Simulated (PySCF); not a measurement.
# C2H4OSSi: the cost of one run

Programs: PySCF 2.14.0, with density-fitted response routines of our own. Each step states its level of theory. These are calculated values for one molecule in the gas phase, unless marked as measured. Atoms count from 0, in the outputs and in this text.

## 1. The molecule as given

9 atoms, charge 0, multiplicity 1; geometry from: GFN2-xTB. The atoms were then displaced at random by about 0.01 Å, so the start is not that level's minimum.

Bonds of the start (Å): C0–C1 1.23, C1–Si2 1.86, Si2–O3 1.59, Si2–S4 2.14, C0–H5 1.03, Si2–H6 1.45, O3–H7 0.95, S4–H8 1.30.

## 2. Geometry optimisation at PBE0-D3(BJ)/def2-SVP

What the job is given:

```
{"job": {"xc": "PBE0", "basis": "def2-SVP", "d3": "d3bj", "grid": 1, "shake": 0.01, "kind": "geom"}, "charge": 0, "multiplicity": 1}
C      2.461290    -0.325300     0.031640
C      1.245180    -0.268980     0.191280
Si    -0.596200    -0.145390     0.457720
O     -1.366030    -0.546320    -0.880080
S     -1.152860     1.898250     0.759180
H      3.478180    -0.334110    -0.121950
H     -0.966520    -0.927590     1.625540
H     -1.277210    -1.395350    -1.293710
H     -1.768020     2.027630    -0.376120
```

Command:

```
OMP_NUM_THREADS=1 python probes_run.py task.json out
```

One launch serves the whole session: the jobs run in the order shown.

Q: Estimate the wall time and peak memory of this first job on 1 thread of Arm Neoverse V2, shared host.

About 76 s, with a peak of 0.41 GiB.
